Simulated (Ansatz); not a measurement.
# CdIn: the cost of one run

Program: Ansatz 0.2.0. Level of theory: DFT r2SCAN, scalar-relativistic, plane waves, PAW. These are calculated values, not measurements.

## (1) The starting structure

Symmetry: P-6m2, No. 187, hexagonal system. Conventional cell: a = 3.140 Å, b = 3.140 Å, c = 5.772 Å, α = 90.00°, β = 90.00°, γ = 120.00°. Around Cd (site symmetry -6m2) lie 6 Cd at 3.14 Å and 6 In at 3.41 Å. Around In (site symmetry -6m2) lie 6 In at 3.14 Å and 6 Cd at 3.41 Å.

As a file:

```cif
data_structure
_symmetry_space_group_name_H-M 'P-6m2'
_symmetry_Int_Tables_number 187
_cell_length_a 3.1401
_cell_length_b 3.1401
_cell_length_c 5.7718
_cell_angle_alpha 90.000
_cell_angle_beta 90.000
_cell_angle_gamma 120.000
_cell_volume 49.29
loop_
_atom_site_label
_atom_site_type_symbol
_atom_site_symmetry_multiplicity
_atom_site_Wyckoff_symbol
_atom_site_fract_x
_atom_site_fract_y
_atom_site_fract_z
_atom_site_occupancy
Cd1 Cd 1 b 0.00000 0.00000 0.50000 1
In1 In 1 e 0.66667 0.33333 0.00000 1
```

The structure comes from the Materials Project (structure only).

(A quick probe on a coarse mesh, which set the mesh and smearing, is not shown.)

## (3) Relaxing cell and atoms

Contents of input.yaml:

```yaml
crystal:
  lattice:
    - [3.1401147899, 0.0, 0.0]
    - [-1.570057395, 2.7194191789, 0.0]
    - [0.0, 0.0, 5.77184797]
  atoms:
    - { symbol: Cd, position: [0.0, 0.0, 0.5] }
    - { symbol: In, position: [0.66666667, 0.33333333, 0.0] }
basis:
  ecutwfc: 500
kpoints:
  mp_grid: { grid: [15, 15, 8] }
hamiltonian:
  xc: r2scan
scf:
  occupations: { method: gaussian, width: 0.1 }
output:
  forces: true
  stress: true
  eigenvalues: true
relax:
  adjacent_minimum: "off"
  f_tol: 0.005
  max_steps: 80
  cell: { stress_tol: 0.05 }
```

**Question.** How long does this run take on 1 thread of an x86-64 CPU, shared host, and how much memory does it need?

About 60 s, with a peak of 0.65 GiB.
